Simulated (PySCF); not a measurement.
# C2H4FNOSi (SMILES C[SiH](F)N=C=O): HF/aug-cc-pVDZ

Wanted: energy and one-electron properties of C2H4FNOSi. The job is set up through a Python script.

The calculation is run with PySCF 2.14.0.

4 further runs of the same task are left out: 4 set aside as unsound or not needed.

### Step 1. Starting point

C2H4FNOSi has 10 atoms, charge 0, and is taken as a singlet. SMILES: `C[SiH](F)N=C=O`. Geometry: relaxed at PBE0-D4/def2-TZVP. This is one conformer, not always the lowest.

Bond lengths: C1–Si2 1.842 Å, Si2–F3 1.595 Å, Si2–N4 1.704 Å, N4–C5 1.195 Å, C5–O6 1.163 Å, C1–H7 1.092 Å, C1–H8 1.092 Å, C1–H9 1.093 Å, Si2–H10 1.478 Å. Some angles: C1–Si2–F3 109.5°, C1–Si2–N4 109.7°, F3–Si2–N4 107.8°, Si2–N4–C5 160.7°, N4–C5–O6 177.8°, C1–Si2–H10 113.8°, F3–Si2–H10 107.2°, N4–Si2–H10 108.6°, Si2–C1–H7 110.7°, Si2–C1–H8 110.7°.

### Step 2. The charge distribution at HF/aug-cc-pVDZ

File input.py:

```python
import numpy
from pyscf import gto, scf, lo

mol = gto.M(
    atom=[
    ('C', (-1.318900, -0.731800, 0.573000)),
    ('Si', (0.243800, -0.552500, -0.384700)),
    ('F', (1.343500, -1.551500, 0.196800)),
    ('N', (0.842100, 1.034600, -0.218600)),
    ('C', (1.568200, 1.980200, -0.298100)),
    ('O', (2.243900, 2.924800, -0.355000)),
    ('H', (-1.152000, -0.507500, 1.629000)),
    ('H', (-1.705900, -1.750300, 0.493100)),
    ('H', (-2.079000, -0.045100, 0.192700)),
    ('H', (0.097700, -0.852100, -1.825100)),
],
    verbose=3,
    spin=0,
    charge=0,
    basis='aug-cc-pvdz',
    max_memory=1860,
)

calc0 = mol.RHF()
calc0.conv_tol = 1e-12
calc0.kernel()

etot = calc0.e_tot
print('E = %.10f Eh' % etot)
calc0.analyze()
quad = calc0.quad_moment()
occ = calc0.mo_coeff[:, calc0.mo_occ > 0]
iaos = lo.vec_lowdin(lo.iao.iao(mol, occ), calc0.get_ovlp())
c = iaos.T @ calc0.get_ovlp() @ occ
pop_iao, q_iao = scf.hf.mulliken_pop(lo.iao.reference_mol(mol), (c * calc0.mo_occ[calc0.mo_occ > 0]) @ c.T, numpy.eye(c.shape[0]), verbose=0)
print('IAO charges', numpy.round(q_iao, 4))
```

Launch:

```console
$ OMP_NUM_THREADS=1 python input.py
```

**Question.** What will come out? Wanted: total energy; dipole moment; HOMO energy; LUMO energy; HOMO–LUMO gap.

Answer, from the run:

At HF/aug-cc-pVDZ:

```
     quantity          value
 total energy  -595.91572 Eh
dipole moment         2.85 D
  HOMO energy      -12.05 eV
  LUMO energy        0.86 eV
HOMO–LUMO gap       12.91 eV
```

Mulliken charges run from -0.83 on F3 to +1.98 on Si2; in a basis this large or diffuse they mean little.
